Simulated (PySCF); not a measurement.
# GaB+: from the state search to spectroscopic constants, part 2 of 2

PySCF 2.14.0; Ga cc-pVTZ-PP with ECP10, B cc-pVTZ; scalar-relativistic core potentials. The steps go on from the part before.

## 11. ωB97X

Output of the SCF at 2.803 Å:

```text
******** <class 'pyscf.dft.uks_symm.SymAdaptedUKS'> ********
method = SymAdaptedUKS
initial guess = minao
damping factor = 0
level_shift factor = 0
DIIS = <class 'pyscf.scf.diis.CDIIS'>
diis_start_cycle = 1
diis_space = 10
diis_damp = 0
SCF conv_tol = 1e-09
SCF conv_tol_grad = None
SCF max_cycles = 60
direct_scf = False
max_memory 909 MB (current use 548 MB)
number electrons alpha = 13  beta = 12
XC library pyscf.dft.libxc version 7.0.0
    S. Lehtola, C. Steigemann, M. J.T. Oliveira, and M. A.L. Marques.,  SoftwareX 7, 1–5 (2018)
XC functionals = WB97X
    J.-D. Chai and M. Head-Gordon.,  J. Chem. Phys. 128, 084106 (2008)
small_rho_cutoff = 0
Set gradient conv threshold to 3.16228e-05
init E= -283.948244163093
cycle= 1 E= -283.949131492723  delta_E= -0.000887  |g|= 0.0104  |ddm|= 0.114
cycle= 2 E= -283.94923505467  delta_E= -0.000104  |g|= 0.00635  |ddm|= 0.0365
cycle= 3 E= -283.949260193619  delta_E= -2.51e-05  |g|= 0.00214  |ddm|= 0.0118
cycle= 4 E= -283.94927556923  delta_E= -1.54e-05  |g|= 0.000741  |ddm|= 0.0168
cycle= 5 E= -283.949278460946  delta_E= -2.89e-06  |g|= 0.000195  |ddm|= 0.00852
cycle= 6 E= -283.9492786177  delta_E= -1.57e-07  |g|= 4.88e-05  |ddm|= 0.00181
cycle= 7 E= -283.949278624535  delta_E= -6.84e-09  |g|= 1.84e-05  |ddm|= 0.000287
cycle= 8 E= -283.949278625613  delta_E= -1.08e-09  |g|= 5.61e-06  |ddm|= 0.000137
cycle= 9 E= -283.949278625715  delta_E= -1.02e-10  |g|= 9.72e-07  |ddm|= 5.3e-05
Extra cycle  E= -283.949278625716  delta_E= -1.71e-12  |g|= 4.9e-07  |ddm|= 3.94e-06
converged SCF energy = -283.949278625716  <S^2> = 0.75968055  2S+1 = 2.0096572
```

Re = 2.803 Å, ωe = 216.3 cm⁻¹, ωexe = 1.43 cm⁻¹, αe = 0.00239 cm⁻¹, Be = 0.2260 cm⁻¹, De = 0.83 eV, μ = 2.16 D. 29 s of CPU time for 12 points, integrals apart.

## 12. UHF

Output of the SCF at 2.803 Å:

```text
******** <class 'pyscf.scf.uhf_symm.SymAdaptedUHF'> ********
method = SymAdaptedUHF
initial guess = minao
damping factor = 0
level_shift factor = 0
DIIS = <class 'pyscf.scf.diis.CDIIS'>
diis_start_cycle = 1
diis_space = 10
diis_damp = 0
SCF conv_tol = 1e-09
SCF conv_tol_grad = None
SCF max_cycles = 60
direct_scf = False
max_memory 909 MB (current use 550 MB)
number electrons alpha = 13  beta = 12
Overwritten attributes  get_occ get_hcore get_j get_jk get_k  of <class 'pyscf.scf.uhf_symm.SymAdaptedUHF'>
<class 'pyscf.scf.uhf_symm.SymAdaptedUHF'> does not have attributes  refdm
Set gradient conv threshold to 3.16228e-05
init E= -282.63993015729
cycle= 1 E= -282.649573932092  delta_E= -0.00964  |g|= 0.0465  |ddm|= 0.344
cycle= 2 E= -282.650691170486  delta_E= -0.00112  |g|= 0.0209  |ddm|= 0.154
cycle= 3 E= -282.650905649463  delta_E= -0.000214  |g|= 0.00591  |ddm|= 0.0267
cycle= 4 E= -282.651000557915  delta_E= -9.49e-05  |g|= 0.00234  |ddm|= 0.0311
cycle= 5 E= -282.651021109145  delta_E= -2.06e-05  |g|= 0.000756  |ddm|= 0.0173
cycle= 6 E= -282.651023208967  delta_E= -2.1e-06  |g|= 0.000204  |ddm|= 0.00535
cycle= 7 E= -282.651023342901  delta_E= -1.34e-07  |g|= 7.2e-05  |ddm|= 0.00135
cycle= 8 E= -282.651023361378  delta_E= -1.85e-08  |g|= 1.99e-05  |ddm|= 0.000661
cycle= 9 E= -282.651023362715  delta_E= -1.34e-09  |g|= 4.03e-06  |ddm|= 0.000196
cycle= 10 E= -282.651023362761  delta_E= -4.6e-11  |g|= 1.82e-06  |ddm|= 2.67e-05
Extra cycle  E= -282.651023362771  delta_E= -9.32e-12  |g|= 1.37e-06  |ddm|= 7.87e-06
converged SCF energy = -282.651023362771  <S^2> = 0.78427052  2S+1 = 2.0339818
```

Re = 2.894 Å, ωe = 190.0 cm⁻¹, ωexe = 2.09 cm⁻¹, αe = 0.00313 cm⁻¹, Be = 0.2121 cm⁻¹, De = 0.56 eV, μ = 1.97 D. 6.2 s of CPU time for 12 points, integrals apart.

## 13. MP2 and coupled cluster

Reference: UHF; core orbitals frozen: 5; virtual orbitals above 20 hartree dropped in coupled cluster: 1. MP2 keeps all virtuals, so it differs from the MP2 energy in the coupled-cluster log.

The coupled-cluster run at the reference distance, 2.803 Å, printed:

```text
******** <class 'pyscf.cc.uccsd.UCCSD'> ********
CC2 = 0
CCSD nocc = (np.int64(8), np.int64(7)), nmo = (63, 63)
frozen orbitals [[0, 1, 2, 3, 4, 68], [0, 1, 2, 3, 4, 68]]
max_cycle = 80
direct = 0
conv_tol = 1e-07
conv_tol_normt = 1e-05
diis_space = 8
diis_start_cycle = 0
diis_start_energy_diff = 1e+09
max_memory 909 MB (current use 637 MB)
Init t2, MP2 energy = -0.142241323128312
Init E_corr(UCCSD) = -0.142241323131696
cycle = 1  E_corr(UCCSD) = -0.15467350781255  dE = -0.0124321847  norm(t1,t2) = 0.0896366
cycle = 2  E_corr(UCCSD) = -0.165734708618798  dE = -0.0110612008  norm(t1,t2) = 0.039466
cycle = 3  E_corr(UCCSD) = -0.16919869860116  dE = -0.00346398998  norm(t1,t2) = 0.0218213
cycle = 4  E_corr(UCCSD) = -0.171856094915257  dE = -0.00265739631  norm(t1,t2) = 0.00962607
cycle = 5  E_corr(UCCSD) = -0.171767312386723  dE = 8.87825285e-05  norm(t1,t2) = 0.00441545
cycle = 6  E_corr(UCCSD) = -0.171831079895576  dE = -6.37675089e-05  norm(t1,t2) = 0.00177468
cycle = 7  E_corr(UCCSD) = -0.171869247654904  dE = -3.81677593e-05  norm(t1,t2) = 0.000769519
cycle = 8  E_corr(UCCSD) = -0.171853271577877  dE = 1.5976077e-05  norm(t1,t2) = 0.000302322
cycle = 9  E_corr(UCCSD) = -0.171859322146776  dE = -6.0505689e-06  norm(t1,t2) = 9.6743e-05
cycle = 10  E_corr(UCCSD) = -0.171859447032973  dE = -1.24886197e-07  norm(t1,t2) = 4.22984e-05
cycle = 11  E_corr(UCCSD) = -0.171859730267628  dE = -2.83234654e-07  norm(t1,t2) = 1.88452e-05
cycle = 12  E_corr(UCCSD) = -0.171859208832866  dE = 5.21434762e-07  norm(t1,t2) = 6.83583e-06
cycle = 13  E_corr(UCCSD) = -0.17185919078815  dE = 1.80447156e-08  norm(t1,t2) = 3.22639e-06
UCCSD converged
E(UCCSD) = -282.8228825535587  E_corr = -0.1718591907881501
UCCSD(T) correction = -0.00847812543436716
```

Correlation energy (eV) along the bond:

```
R (Å)     MP2  SCS-MP2    CCSD  CCSD(T)     T1
2.411  -3.991   -4.037     n/a      n/a    n/a
2.523  -3.948   -4.002  -4.746   -4.987  0.017
2.635  -3.913   -3.973  -4.714   -4.951  0.017
2.719  -3.891   -3.955  -4.694   -4.927  0.016
2.803  -3.871   -3.941  -4.677   -4.907  0.016
2.887  -3.855   -3.928  -4.662   -4.890  0.016
2.999  -3.836   -3.915  -4.645   -4.870  0.016
3.139  -3.817   -3.901  -4.627   -4.848  0.015
3.308  -3.798   -3.888  -4.610   -4.827  0.015
3.532  -3.776   -3.873     n/a      n/a    n/a
```

UHF-MP2: Re = 2.748 Å, ωe = 212.5 cm⁻¹, ωexe = 1.92 cm⁻¹, αe = 0.00338 cm⁻¹, Be = 0.2351 cm⁻¹, De = 0.73 eV.

UHF-SCS-MP2: Re = 2.783 Å, ωe = 203.3 cm⁻¹, ωexe = 1.86 cm⁻¹, αe = 0.00335 cm⁻¹, Be = 0.2293 cm⁻¹, De = 0.68 eV.

UHF-CCSD: Re = 2.763 Å, ωe = 210.3 cm⁻¹, ωexe = 1.84 cm⁻¹, αe = 0.00325 cm⁻¹, Be = 0.2325 cm⁻¹, De = 0.72 eV.

UHF-CCSD(T): Re = 2.742 Å, ωe = 216.0 cm⁻¹, ωexe = 1.84 cm⁻¹, αe = 0.00326 cm⁻¹, Be = 0.2362 cm⁻¹, De = 0.75 eV.

## 14. All curves

Energy (eV) from each level's lowest point:

```
R (Å)    UHF  UHF-MP2  UHF-SCS-MP2  UHF-CCSD  UHF-CCSD(T)    PBE  PBEsol  r²SCAN  B3LYP   PBE0  ωB97X  B2PLYP
2.411  0.260    0.137        0.159       n/a          n/a  0.191   0.155   0.160  0.207  0.175  0.188   0.175
2.523  0.133    0.052        0.067     0.058        0.050  0.090   0.065   0.069  0.101  0.077  0.085   0.078
2.635  0.057    0.011        0.019     0.014        0.010  0.032   0.018   0.020  0.039  0.024  0.027   0.025
2.719  0.023    0.000        0.003     0.000        0.000  0.009   0.003   0.003  0.013  0.005  0.006   0.006
2.803  0.006    0.001        0.000     0.000        0.002  0.000   0.000   0.000  0.001  0.000  0.000   0.000
2.887  0.000    0.012        0.007     0.009        0.014  0.001   0.007   0.007  0.000  0.006  0.005   0.005
2.999  0.006    0.037        0.026     0.032        0.041  0.014   0.028   0.027  0.011  0.025  0.026   0.023
3.139  0.029    0.079        0.063     0.073        0.085  0.043   0.066   0.065  0.038  0.063  0.068   0.059
3.308  0.070    0.139        0.117     0.131        0.147  0.090   0.121   0.122  0.084  0.120  0.132   0.114
3.532  0.133    0.224        0.195       n/a          n/a  0.161   0.201   0.204  0.154  0.204  0.228   0.195
```

The whole job (state search and all levels along the bond) took 9.4 min on 1 thread of Arm Neoverse N1 (shared host), peak memory 1.4 GiB.

## 15. Results

This closing draws on all 2 parts.

Lowest PBE0 solution found, without spin–orbit coupling: ²Σ⁺ (doublet), unpaired electrons σ ↑. The other levels ran on it alone.

```
      level  Re (Å)  ωe (cm⁻¹)  De (eV)  μ (D)
        UHF   2.894      190.0     0.56   1.97
    UHF-MP2   2.748      212.5     0.73    n/a
UHF-SCS-MP2   2.783      203.3     0.68    n/a
   UHF-CCSD   2.763      210.3     0.72    n/a
UHF-CCSD(T)   2.742      216.0     0.75    n/a
        PBE   2.836      193.3     0.94   2.37
     PBEsol   2.780      206.0     1.03   2.47
     r²SCAN   2.785      206.7     0.93   2.51
      B3LYP   2.855      191.3     0.81   2.19
       PBE0   2.797      208.0     0.88   2.30
      ωB97X   2.803      216.3     0.83   2.16
     B2PLYP   2.803      204.0     0.77   2.13
```

De is counted to Ga+ + B in their ground configurations. A positive dipole points from Ga to B; in an ion it is taken about the centre of mass and does not tell which atom is negative.

Differences from CCSD(T) in the same basis:

```
      level  Re (mÅ)  ωe (%)
        UHF     +152   -12.0
    UHF-MP2       +7    -1.6
UHF-SCS-MP2      +41    -5.9
   UHF-CCSD      +22    -2.7
        PBE      +94   -10.5
     PBEsol      +38    -4.6
     r²SCAN      +43    -4.3
      B3LYP     +113   -11.4
       PBE0      +55    -3.7
      ωB97X      +61    +0.1
     B2PLYP      +61    -5.5
```

Time per point (s) on 1 thread of Arm Neoverse N1, shared host (CPU time, shared integrals of 1.1 s apart; correlated levels include their reference; CCSD comes with the CCSD(T) run); the times are rough: UHF 0.52, UHF-MP2 0.98, UHF-SCS-MP2 0.98, PBE 1.3, PBEsol 0.84, r²SCAN 2, B3LYP 1.7, PBE0 2.4, ωB97X 2.4, B2PLYP 1.5; the reference 41.

Cheap and still within 14 mÅ and 2.5 % of CCSD(T): UHF-MP2 (0.98 s), against 41 s for the dearest run.

Against CCSD(T) in the same basis, the bond length is nearest at UHF-MP2 (+7 mÅ) and farthest at UHF (+152 mÅ); the wavenumber is nearest at ωB97X (+0.1 %) and farthest at UHF (-12.0 %). Among the levels with a De in the table, it runs from 0.56 eV (UHF) to 1.03 eV (PBEsol).

Correlated steps freeze 5 core orbitals. B2PLYP dipoles, levels and charges come from its SCF part alone.
